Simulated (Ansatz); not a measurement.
Ba2Tl5V3O12:

```
Ba V Tl O
1.0
     6.65272    0.04946    0.02017
     2.86070    8.36464    0.00384
     2.68279    2.46936    9.19569
Ba V Tl O
2 3 5 12
Direct
  0.80419 0.04665 0.02264
  0.21205 0.95157 0.34012
  0.74540 0.70796 0.33582
  0.25963 0.26599 0.03225
  0.04074 0.07695 0.66106
  0.25636 0.39847 0.35003
  0.58966 0.34866 0.60553
  0.57327 0.88069 0.66842
  0.74552 0.49664 0.11648
  0.11891 0.64206 0.74303
  0.28433 0.09717 0.54175
  0.85350 0.49575 0.34386
  0.40255 0.20448 0.17282
  0.88414 0.05377 0.55967
  0.14017 0.47956 0.98899
  0.54627 0.73631 0.48712
  0.90594 0.24279 0.73262
  0.61543 0.80058 0.18857
  0.05538 0.16451 0.10164
  0.08209 0.90404 0.80708
  0.44178 0.20123 0.89187
  0.94269 0.80417 0.30862
```

The cell was built by a generator and needn't be a form met in nature.

* Program: Ansatz 0.2.0
* Task: relaxation of cell and atoms
* Functional: PBEsol
* Potentials or basis: Ansatz PAW
* Cutoff: 420 eV (not typed: the program's choice for these potentials)
* k mesh: 3 × 3 × 2
* Occupations: fermi-dirac, width 0.05 eV
* Spin: collinear spin, ferromagnetic start
* Starting moments: [0.0, 0.0, 2.0, 2.0, 2.0, 0.0, 0.0, 0.0, 0.0, 0.0, 0.0, 0.0, 0.0, 0.0, 0.0, 0.0, 0.0, 0.0, 0.0, 0.0, 0.0, 0.0] μB

At the start: volume 23.18 Å³/atom.

Q: Where does the relaxation end?

A: It ends after 19 steps and the volume is 20.96 Å³/atom (-9.6 %); space group P1 (No. 1, to 0.05 Å); moment 0.00 μB per cell.

The path:
```
step  energy change (eV)  largest force (eV/Å)  volume (Å³)
   1              0.0000                0.3888       510.04
   2             -0.2589                0.2016       482.13
   3             -0.2834                0.0623       476.02
   4             -0.2877                0.0737       474.99
   5             -0.2910                0.0659       474.32
   6             -0.2936                0.0630       473.24
   7             -0.2969                0.0214       472.28
   8             -0.2983                0.0324       471.84
   9             -0.2995                0.0210       471.49
  10             -0.3005                0.0136       471.07
  11             -0.3010                0.0122       470.88
  12             -0.2494                0.0117       470.88
  13             -0.2654                0.0522       465.09
  14             -0.2683                0.0308       464.11
  15             -0.2704                0.0136       463.36
  16             -0.2563                0.0137       463.36
  17             -0.2595                0.0072       462.14
  18             -0.2620                0.0083       461.06
  19             -0.2572                0.0082       461.06
```

Final structure:
```
Ba V Tl O
1.0
     6.50239    0.00168   -0.01728
     2.73971    7.91787   -0.13490
     2.55561    2.18976    8.91387
Ba V Tl O
2 3 5 12
Direct
  0.80614 0.03002 0.02893
  0.20954 0.95583 0.34169
  0.73995 0.69944 0.34013
  0.26550 0.26248 0.02489
  0.04488 0.09064 0.66433
  0.26115 0.41397 0.34930
  0.58323 0.35013 0.61382
  0.56384 0.88766 0.68446
  0.74740 0.48299 0.10521
  0.10652 0.64393 0.72492
  0.28800 0.11640 0.54124
  0.85760 0.47980 0.34511
  0.41001 0.21126 0.16767
  0.88255 0.06416 0.56190
  0.14874 0.48232 0.97059
  0.53963 0.73370 0.49558
  0.90137 0.25761 0.74799
  0.60452 0.78834 0.19183
  0.05328 0.16448 0.10344
  0.10032 0.90566 0.80277
  0.44902 0.17405 0.88778
  0.93680 0.80512 0.30639
```

Caveat: the plane-wave basis is chosen anew once the cell has moved, so the energies of steps on either side of that aren't comparable; the pressure holds a Pulay correction of +0.3 GPa for the finite cutoff; the PAW data sets come from PBE, with cores solved anew for the run's functional, which leaves a small shift of forces and pressure; the starting moments weren't kept.
